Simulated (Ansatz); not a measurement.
# CuSe2: the cost of one run

Program: Ansatz 0.2.0. Level of theory: DFT r2SCAN, scalar-relativistic, plane waves, PAW. These are calculated values, not measurements.

**1. The system as given**

The structure is cubic, space group Pa-3 (No. 205). The conventional cell has a = 6.134 Å, b = 6.134 Å, c = 6.134 Å, α = 90.00°, β = 90.00°, γ = 90.00°. Around Cu (site symmetry -3) lie 6 Se at 2.58 Å. Around Se (site symmetry 3) lie 1 Se at 2.33 Å and 3 Cu at 2.58 Å.

Structure file:

```cif
data_structure
_symmetry_space_group_name_H-M 'P 1'
_symmetry_Int_Tables_number 1
_cell_length_a 6.1343
_cell_length_b 6.1343
_cell_length_c 6.1343
_cell_angle_alpha 90.000
_cell_angle_beta 90.000
_cell_angle_gamma 90.000
_cell_volume 230.83
loop_
_atom_site_label
_atom_site_type_symbol
_atom_site_fract_x
_atom_site_fract_y
_atom_site_fract_z
_atom_site_occupancy
Cu1 Cu 0.00000 0.00000 0.00000 1
Cu2 Cu 0.50000 0.00000 0.50000 1
Cu3 Cu 0.50000 0.50000 0.00000 1
Cu4 Cu 0.00000 0.50000 0.50000 1
Se1 Se 0.39031 0.39031 0.39031 1
Se2 Se 0.10969 0.60969 0.89031 1
Se3 Se 0.89031 0.10969 0.60969 1
Se4 Se 0.60969 0.89031 0.10969 1
Se5 Se 0.60969 0.60969 0.60969 1
Se6 Se 0.89031 0.39031 0.10969 1
Se7 Se 0.10969 0.89031 0.39031 1
Se8 Se 0.39031 0.10969 0.89031 1
```

(A quick probe on a coarse mesh, which set the mesh and smearing, is not shown.)

**3. Full relaxation**

input.yaml

```yaml
crystal:
  lattice:
    - [6.1343199168, 0.0, 0.0]
    - [0.0, 6.1343199168, 0.0]
    - [0.0, 0.0, 6.1343199168]
  atoms:
    - { symbol: Cu, position: [0.0, 0.0, 0.0] }
    - { symbol: Cu, position: [0.5, 0.0, 0.5] }
    - { symbol: Cu, position: [0.5, 0.5, 0.0] }
    - { symbol: Cu, position: [0.0, 0.5, 0.5] }
    - { symbol: Se, position: [0.39030787, 0.39030787, 0.39030787] }
    - { symbol: Se, position: [0.10969213, 0.60969213, 0.89030787] }
    - { symbol: Se, position: [0.89030787, 0.10969213, 0.60969213] }
    - { symbol: Se, position: [0.60969213, 0.89030787, 0.10969213] }
    - { symbol: Se, position: [0.60969213, 0.60969213, 0.60969213] }
    - { symbol: Se, position: [0.89030787, 0.39030787, 0.10969213] }
    - { symbol: Se, position: [0.10969213, 0.89030787, 0.39030787] }
    - { symbol: Se, position: [0.39030787, 0.10969213, 0.89030787] }
basis:
  ecutwfc: 500
kpoints:
  mp_grid: { grid: [6, 6, 6] }
hamiltonian:
  xc: r2scan
scf:
  occupations: { method: gaussian, width: 0.1 }
output:
  forces: true
  stress: true
  eigenvalues: true
  write_density: true
  write_potential: true
  elf: true
  volumetric_format: npy
relax:
  adjacent_minimum: "off"
  f_tol: 0.01
  max_steps: 80
  cell: { stress_tol: 0.05 }
```

Started as:

```bash
$ ansatz run input.yaml --threads 4 --pin off --max-ram 8192MiB --backend cpu --events-out ev --progress --plain --runs-dir out
```

Q: Estimate wall time and peak memory on 4 threads of Arm Neoverse V1, shared host.

About 77 s, with a peak of 1.7 GiB.
